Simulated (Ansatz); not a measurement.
# BGeHSi: the cost of one run

The runs use Ansatz 0.2.0, Gaussian basis; the settings change from run to run.

12 further runs of the same task are left out: 2 that didn't finish, 10 set aside as unsound or not needed. Runs told in other sessions of the task aren't counted.

**1. The geometry**

The geometry is a PBE0/def2-TZVP stationary point (not a proven minimum) of the parent state, kept for this charge and spin. No spin-orbit coupling is included. The filled d shell of Ge may be among the frozen orbitals whatever the setting's name suggests.

4 atoms, charge 1, spin multiplicity 2.

Atoms are counted from 1 here; the program's logs count them from 0.

Bond lengths: B1–Ge2 2.300 Å, B1–Si3 1.815 Å, B1–H4 1.187 Å, Ge2–Si3 2.266 Å. Angles: Ge2–B1–Si3 65.6°, Ge2–B1–H4 118.0°, Si3–B1–H4 176.4°, B1–Ge2–Si3 46.8°, B1–Si3–Ge2 67.6°.

**2. BCCD(T) on ROHF/def2-SVP**

in.yaml reads:

```yaml
crystal:
  periodic: [false, false, false]
  atoms:
    - {symbol: B, position_ang: [0.000000, 1.278842, 1.142002]}
    - {symbol: Ge, position_ang: [0.000000, -0.028376, -0.750319]}
    - {symbol: Si, position_ang: [0.000000, -0.507084, 1.464976]}
    - {symbol: H, position_ang: [0.000000, 2.457913, 1.004440]}
basis:
  gaussian: {orbitals: def2-SVP}
total_charge: 1
magnetization: {spin_polarized: false, initial_magnetization: 1}
correlation: {method: bccd_t, electrons: outside_noble_gas}
scf: {lower_state_search: full}
output: {forces: true}
```

Command:

```sh
$ ansatz run in.yaml --threads 1 --pin off --events-out ev --progress --plain --max-ram 2393MiB
```

What time and memory should one allow on 1 thread of Arm Neoverse V2, shared host?

About 64 s, with a peak of 0.39 GiB.
